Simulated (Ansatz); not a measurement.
# C2H6B2FN: a ladder of functionals and wavefunction methods

The task here is to estimate one member of a computed series from the others.

The runs use Ansatz 0.2.0, Gaussian basis; functionals in def2-TZVPP, the program's frozen cores in correlated methods.

Levels to be run: PBE-D4, r2SCAN-D4, PBE0-D4, B3LYP-D4, ωB97X-V, ωB97M-V, B2PLYP; CCSD(T)/def2-TZVPP; MP2/def2-QZVPP; extrapolation to the limit.

### Structure used throughout

An earlier PBE0-D4 in a triple-zeta def2 set relaxation fixed the geometry.

SMILES `BN=CBCF`, 12 atoms, charge 0, spin multiplicity 1.

Atoms are counted from 1 here; the program's logs count them from 0.

Bond lengths: B1–N2 1.342 Å, B1–H7 1.197 Å, B1–H8 1.197 Å, N2–C3 1.257 Å, C3–B4 1.561 Å, C3–H9 1.096 Å, B4–C5 1.552 Å, B4–H10 1.195 Å, C5–F6 1.389 Å, C5–H11 1.101 Å, C5–H12 1.101 Å. Angles: N2–B1–H7 118.6°, N2–B1–H8 118.6°, H7–B1–H8 122.8°, B1–N2–C3 178.8°, N2–C3–B4 121.4°, N2–C3–H9 118.0°, B4–C3–H9 120.7°, C3–B4–C5 122.5°, C3–B4–H10 119.2°, C5–B4–H10 118.3°, B4–C5–F6 114.9°, B4–C5–H11 109.9°, B4–C5–H12 109.9°, F6–C5–H11 108.2°, F6–C5–H12 108.2°, H11–C5–H12 105.2°.

The first run:

Input file in.yaml:

```yaml
crystal:
  periodic: [false, false, false]
  atoms:
    - {symbol: B, position_ang: [-2.465998, -0.995528, 1.027489]}
    - {symbol: N, position_ang: [-1.457975, -0.571722, 0.248721]}
    - {symbol: C, position_ang: [-0.499113, -0.169968, -0.458350]}
    - {symbol: B, position_ang: [0.842556, 0.303630, 0.184618]}
    - {symbol: C, position_ang: [2.043071, 0.800782, -0.663377]}
    - {symbol: F, position_ang: [1.833768, 0.792362, -2.036489]}
    - {symbol: H, position_ang: [-2.525215, -2.158556, 1.305444]}
    - {symbol: H, position_ang: [-3.269582, -0.194670, 1.410140]}
    - {symbol: H, position_ang: [-0.630777, -0.162149, -1.546503]}
    - {symbol: H, position_ang: [0.957992, 0.286077, 1.373796]}
    - {symbol: H, position_ang: [2.314967, 1.824307, -0.363618]}
    - {symbol: H, position_ang: [2.933104, 0.190336, -0.447772]}
basis:
  gaussian: {orbitals: def2-TZVPP}
hamiltonian: {xc: pbe, dispersion: d4}
output: {forces: true, orbitals: {seedname: orbitals}}
```

Run with:

```console
ansatz run in.yaml --threads 4 --pin off --events-out ev --progress --plain --max-ram 10444MiB
```

Among the steps run: PBE-D4 (GGA); r2SCAN-D4 (meta-GGA); PBE0-D4 (hybrid); B3LYP-D4 (hybrid); ωB97X-V (range-separated); ωB97M-V (range-separated); B2PLYP (double hybrid); CCSD(T) in def2-TZVPP; MP2 in def2-QZVPP.

One of the session's tables, all rows but one given; the rest of the session is left out.

It belongs to the step «Atomisation energies». 

| method | atomisation energy (kJ/mol) |
| --- | --- |
| PBE-D4 | 4849.6 |
| r2SCAN-D4 | ? |
| PBE0-D4 | 4735.8 |
| B3LYP-D4 | 4730.5 |
| ωB97X-V | 4700.2 |
| ωB97M-V | 4715.2 |
| B2PLYP | 4667.0 |
| HF/def2-TZVPP | 3442.6 |
| MP2/def2-TZVPP | 4641.3 |
| CCSD/def2-TZVPP | 4468.5 |
| CCSD(T)/def2-TZVPP | 4543.4 |
| MP2/CBS | 4755.5 |
| CCSD(T)/CBS | 4657.5 |

Estimate the missing values for r2SCAN-D4.

**Answer.** atomisation energy (kJ/mol): 4726.9. In the column «atomisation energy (kJ/mol)» it lies between ωB97M-V (4715.2) and B3LYP-D4 (4730.5).

Caveats from the session: Free atoms (2 B, 1 N, 2 C, 1 F, 6 H) were run apart at each level; the atomisation energy is their sum less the molecule, without zero-point or spin-orbit terms.
